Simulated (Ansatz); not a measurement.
Consider a comparison of functionals at one structure of Na2BrCl, space group R-3m (the Python package of Ansatz (0.2.0)).

Script `run_xc.py`:
```python
"""One structure of Na2BrCl under several functionals."""

import argparse

import ansatz as az

parser = argparse.ArgumentParser(description="One structure of Na2BrCl under several functionals.")
parser.add_argument("--ecut", type=float, default=530.0, help="plane-wave cutoff (eV)")
parser.add_argument("--kspacing", type=float, default=0.47, help="k-point sampling")
parser.add_argument("--occupations", required=True, help="how the bands are filled")
parser.add_argument("--mixing-beta", type=float, required=True, help="density mixing step")
parser.add_argument("--max-scf", type=int, default=150, help="most SCF iterations")
parser.add_argument("--extra-bands", type=int, required=True, help="empty bands")
args = parser.parse_args()


def main() -> None:
    structure = (
        az.Lattice.from_parameters(4.07204891, 4.07204891, 19.97435149, alpha=90, beta=90, gamma=120)
        .space_group(166)
        .atom("Na", [0.0, 0.0, 0.25419295])
        .atom("Br", [1 / 3, 2 / 3, 1 / 6])
        .atom("Cl", [0.0, 0.0, 0.0])
        .primitive()
    )

    calc = (
        structure.calculation()
        .basis(args.ecut)
        .kpoints(spacing=args.kspacing)
        .occupations(args.occupations)
        .mixing("broyden", ndim=4, beta=args.mixing_beta)
        .initial_density(normalization="cell")
        .scf(max_iterations=args.max_scf, extra_bands=args.extra_bands, lower_state_search="light")
        .forces()
        .stress()
    )

    rows = []
    for value in ["blyp", "pbesol", "lda"]:
        rep = calc.functional(value).run(threads=1, backend="cpu").report
        rows.append((value, rep["free_energy_ev"] / len(rep["lattice"]["sites"]), rep["n_iterations"], sum(rep["stress_gpa"][i][i] for i in range(3)) / 3, max(abs(f) for row in rep["forces_ev_ang"] for f in row), rep["n_kpoints"]))

    print("  functional   F/atom (eV)    iterations       P (GPa)  max component (eV/A)      k-points")
    for row in rows:
        print(f"{str(row[0]):>12s}  {row[1]:12.5f}  {row[2]:12d}  {row[3]:12.3f}  {row[4]:20.4f}  {row[5]:12d}")


if __name__ == "__main__":
    main()
```

Rank the functionals by the pressure that they give at this structure. What does the order say about their lattices?

From lowest to highest: LDA (-1.7 GPa), PBEsol (0.1 GPa) and BLYP (2.3 GPa). At a fixed cell a lower pressure usually means a smaller equilibrium volume, so LDA prefers the smallest cell and BLYP the largest. Gaps by band count in the reports: BLYP 4.35 eV, PBEsol 4.17 eV and LDA 3.94 eV (Kohn-Sham values on this mesh, as a rule under measured gaps).

The run itself:

```console
$ python run_xc.py --occupations fixed --mixing-beta 0.4 --extra-bands 8
  functional   F/atom (eV)    iterations       P (GPa)  max component (eV/A)      k-points
        blyp   -1716.30410             9         2.321                0.0139            13
      pbesol   -1688.93343             9         0.092                0.0074            13
         lda   -1669.47102            10        -1.716                0.0059            13
```

The k-point mesh is coarse, and energy and stress weren't tested for convergence. Pressure is positive in compression. This cell is a computed structure, which may not be the phase found in nature. Total energies of different functionals can't be compared; pressures, moments and gaps at this one structure can. Run time: 5.9 s on 1 thread of Intel(R) Xeon(R) Processor @ 2.30GHz, with other jobs on the host, peak memory 0.51 GiB.
